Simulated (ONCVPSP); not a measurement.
**An ONCV potential for aluminium, from input to tests**

Do these settings give a usable potential? It is generated, then checked for transferability, scattering, ghosts and hardness.

Program: ONCVPSP 4.0.1.1 (patched build). Reference atom: LDA (Perdew-Wang 92), scalar-relativistic, spherical and spin-unpolarised. All values are calculated.

## (1) The atom and the settings

The settings as typed:

```
element                 : aluminium (Al, Z = 13)
type                    : optimised norm-conserving Vanderbilt (ONCV)
frozen core             : [Ne]
valence charge          : 3
reference configuration : 3s2 3p1
partial waves           : 3s: rc 1.55 bohr, ncon 4, nbas 8, qcut 4.8 1/bohr, 2 projectors, debl 1.2 Ha; 3p: rc 2.30 bohr, ncon 5, nbas 8, qcut 2.9 1/bohr, 2 projectors, debl 2.4 Ha; d scattering state at 0.21 Ha: rc 2.25 bohr, ncon 4, nbas 8, qcut 4.4 1/bohr, 3 projectors, debl 3.3 Ha
local potential         : polynomial inside 1.50 bohr (lpopt 5, dvloc0 2 Ha)
core correction         : polynomial model core, fcfact 0.6
```

The outer shells as boxes (Hund's rule for the drawing; the calculation is spin-unpolarised):

```
[Ne] core
3s [↑↓]
3p [↑ ][  ][  ]
```

An earlier all-electron run gives the scale for the radii.

All-electron outer shells of the reference configuration (LDA (PZ), scalar-relativistic, ld1.x):

| shell | level (eV) | outermost node (bohr) | outermost maximum (bohr) |
| --- | --- | --- | --- |
| 2s | -107.50 | 0.17 | 0.50 |
| 2p | -69.71 | – | 0.43 |
| 3s | -7.84 | 0.80 | 2.06 |
| 3p | -2.79 | 0.82 | 2.64 |

## (2) Generating the potential

Contents of Al.dat:

```
# ATOM AND REFERENCE CONFIGURATION
# atsym  z   nc   nv     iexc    psfile
  Al 13.00    3    2  -001012      upf
#
#   n    l    f
    1    0    2.00
    2    0    2.00
    2    1    6.00
    3    0    2.00
    3    1    1.00
#
# PSEUDOPOTENTIAL AND OPTIMIZATION
# lmax
    2
#
#   l,   rc,      ep,       ncon, nbas, qcut
    0    1.55    0.00    4    8    4.80
    1    2.30    0.00    5    8    2.90
    2    2.25    0.21    4    8    4.40
#
# LOCAL POTENTIAL
# lloc, lpopt,  rc(5),   dvloc0
    4    5    1.50    2.00
#
# VANDERBILT-KLEINMAN-BYLANDER PROJECTORs
# l, nproj, debl
    0    2    1.20
    1    2    2.40
    2    3    3.30
#
# MODEL CORE CHARGE
# icmod, fcfact, rcfact
    1    0.60    0.00
#
# LOG DERIVATIVE ANALYSIS
# epsh1, epsh2, depsh
   -2.00    5.00    0.02
#
# OUTPUT GRID
# rlmax, drl
    6.00    0.01
#
# TEST CONFIGURATIONS
# ncnf
    4
# nvcnf
#   n    l    f
    2
    3    0    2.00
    3    1    0.00
#
    2
    3    0    1.00
    3    1    0.00
#
    2
    3    0    2.00
    3    1    0.50
#
    2
    3    0    0.00
    3    1    3.00
#
```

The run is started by

```sh
oncvpsp.x < Al.dat > Al.out
```

Q: Predict the outcome of this session. Wanted: cutoffs for 1 and 0.1 mHa per electron, occupied waves; bound ghosts; GHOST(+) flags; largest test error; largest phase difference near zero energy, channels read; rms error of d²Exc/dn², without and with the model core.

The runs gave:

| quantity | value |
| --- | --- |
| cutoffs for 1 and 0.1 mHa per electron, occupied waves | 5.9 Ha and 60 Ha |
| bound ghosts | s at -85.31 eV |
| GHOST(+) flags | none at low energy |
| largest test error (AE − PS) | -10 meV, for 3s0 3p3 |
| largest phase difference near zero energy, channels read | 0.001 rad |
| rms error of d²Exc/dn², without and with the model core | 3.37 and 0.24 mHa |

**Reading.** It has a bound ghost (s), a state that the atom doesn't have, and that rules the file out. By total energies transferability is good: the largest error is 10 meV on 10.5 eV, for 3s0 3p3. Atomic tests can pass in spite of a ghost, since they solve only for the levels asked. By its cutoff, 5.9 Ha for the looser tolerance, it is soft on the atom. The tighter tolerance needs 60 Ha, and converged work needs a cutoff nearer that. At the looser tolerance the 3s wave is the slowest; 3p needs 2 Ha. That counts occupied waves only; other projectors can need more. Near zero energy the phases of the channels with partial waves agree within 0.001 rad.
